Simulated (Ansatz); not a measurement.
Runs of Ansatz 0.2.0 on BPd4. Symmetry: Pmm2, No. 25, orthorhombic system. The conventional cell has a = 2.892 Å, b = 4.365 Å, c = 5.856 Å, α = 90.00°, β = 90.00°, γ = 90.00°. Around Pd (site symmetry mm2) lie 1 B at 1.96 Å. Pd (site symmetry mm2) has 2 B at 2.03 Å as nearest neighbours. Pd (site symmetry mm2) has 10 Pd at 2.73 to 3.07 Å as nearest neighbours. Pd (site symmetry mm2) has 2 B at 2.18 Å as nearest neighbours. B (site symmetry mm2) is surrounded by 5 Pd at 1.96 to 2.18 Å. The cell comes from a database or a generator and needn't be the stable form of this composition.

```csv
task,level,cell,cutoff (eV),gap on the mesh (eV),pressure (GPa),relaxed volume (Å³/atom)
relaxation of cell and atoms,r2SCAN,relaxed,500,none,0.0,14.35
relaxation of cell and atoms,LDA,relaxed,420,none,0.0,(a)
relaxation of cell and atoms,PBE,relaxed,420,none,0.0,14.67
single point,PBE,as given,420,none,-1.2,-
```

Alike in all rows: potentials or basis Ansatz PAW; no spin polarisation; k mesh 9 × 6 × 5; smearing fermi-dirac 0.05 eV.

**Question.** Fill in the values left out.

**Answer.** (a) 13.60.

Caveats: the plane-wave basis is chosen anew once the cell has moved, so the energies of steps on either side of that aren't comparable (some runs); the PAW data sets come from PBE, with cores solved anew for the run's functional, which leaves a small shift of forces and pressure (some runs).

A k mesh can miss the band edges, and the runs leave out spin-orbit coupling on Pd.

A gap of «none» marks a metal or a gap under the smearing width.

Not every run made on this cell is shown here.
